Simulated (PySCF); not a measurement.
# SrBe with other numerical set-ups

Which parts of the numerical set-up matter for SrBe? Each run edits the base script.

The runs use PySCF 2.14.0; method and basis as typed in the scripts.

1 further run of the same task is left out (for a known fault of the program).

### 1 Starting geometry

SrBe: 2 atoms, charge 0, spin multiplicity 1.

Bond lengths: Sr1–Be2 2.670 Å.

### 2 Base script

Contents of input.py:

```python
from pyscf import gto, scf, mcscf

mol = gto.M(
    atom='Sr 0 0 0; Be 0 0 2.67',
    basis='lanl2dz',
    ecp={'Sr': 'lanl2dz'},
    charge=0,
    spin=0,
    verbose=4,
)
mf = scf.RHF(mol)
mf.kernel()
mc = mcscf.CASSCF(mf, 6, 8)
mc.kernel()
mc.analyze()
mf.dip_moment()
print('orbital energies (hartree):', mf.mo_energy[..., max(0, mol.nelec[1]-3):mol.nelec[0]+3].round(4))
```

Launch:

```sh
> OMP_NUM_THREADS=1 python input.py
```

Its log is not repeated here.

It gives: E(SCF) = -44.534878 Eh, 10 cycles, E(CAS) − E(SCF) = -0.10113 Eh, μ = 6.94 D (of the SCF density).

The bond length is a typed value, not an optimised one.

### 3 Density fitting def2-universal-jkfit

Run 1 changes density fitting: none → def2-universal-jkfit.

Contents of input.py:

```python
from pyscf import gto, scf, mcscf

mol = gto.M(
    atom='Sr 0 0 0; Be 0 0 2.67',
    basis='lanl2dz',
    ecp={'Sr': 'lanl2dz'},
    charge=0,
    spin=0,
    verbose=4,
)
mf = scf.RHF(mol)
mf = mf.density_fit(auxbasis='def2-universal-jkfit')
mf.kernel()
mc = mcscf.CASSCF(mf, 6, 8)
mc.kernel()
mc.analyze()
mf.dip_moment()
print('orbital energies (hartree):', mf.mo_energy[..., max(0, mol.nelec[1]-3):mol.nelec[0]+3].round(4))
```

Launch:

```sh
> OMP_NUM_THREADS=1 python input.py
```

### 4 X2c-svpall (core potential off, X2C on)

Run 2 changes basis set: lanl2dz → x2c-svpall; core potential: on → off; spin-free X2C: off → on. The core potential changes with it: totals don't compare.

Changes to input.py since step 2:

```diff
@@ -4,4 +4,3 @@
     atom='Sr 0 0 0; Be 0 0 2.67',
-    basis='lanl2dz',
-    ecp={'Sr': 'lanl2dz'},
+    basis='x2c-svpall',
     charge=0,
@@ -11,2 +10,3 @@
 mf = scf.RHF(mol)
+mf = mf.sfx2c1e()
 mf.kernel()
```

### 5 Def2-tzvpp

Run 3 changes basis set: lanl2dz → def2-tzvpp. The core potential changes with it: totals don't compare.

Changes to input.py since step 2:

```diff
@@ -4,4 +4,4 @@
     atom='Sr 0 0 0; Be 0 0 2.67',
-    basis='lanl2dz',
-    ecp={'Sr': 'lanl2dz'},
+    basis='def2-tzvpp',
+    ecp={'Sr': 'def2-tzvpp'},
     charge=0,
```

What does the calculation give? Wanted: for each run, E(SCF); from base; gap; SCF dipole; after the SCF.

As calculated:

| run | E(SCF) (hartree) | from base (eV) | cycles | gap (eV) | SCF dipole (D) | functions | after the SCF |
| --- | --- | --- | --- | --- | --- | --- | --- |
| base | -44.534878 | 0 | 10 | 2.12 | 6.94 | 21 | CASSCF correlation -2.752 eV |
| density fitting def2-universal-jkfit | -44.534888 | not comparable | 10 | 2.12 | 6.95 | 21 | CASSCF correlation -2.751 eV |
| x2c-svpall (core potential off, X2C on) | -3191.561110 | not comparable | 10 | 4.62 | 1.49 | 59 | CASSCF correlation -0.872 eV |
| def2-tzvpp | -44.874871 | not comparable | 10 | 4.45 | 1.61 | 59 | CASSCF correlation -0.857 eV |

What this shows: The dearest run is “def2-tzvpp”, at 11 s against 1.7 s. Rows marked «poor choice» come from settings spoiled on purpose.
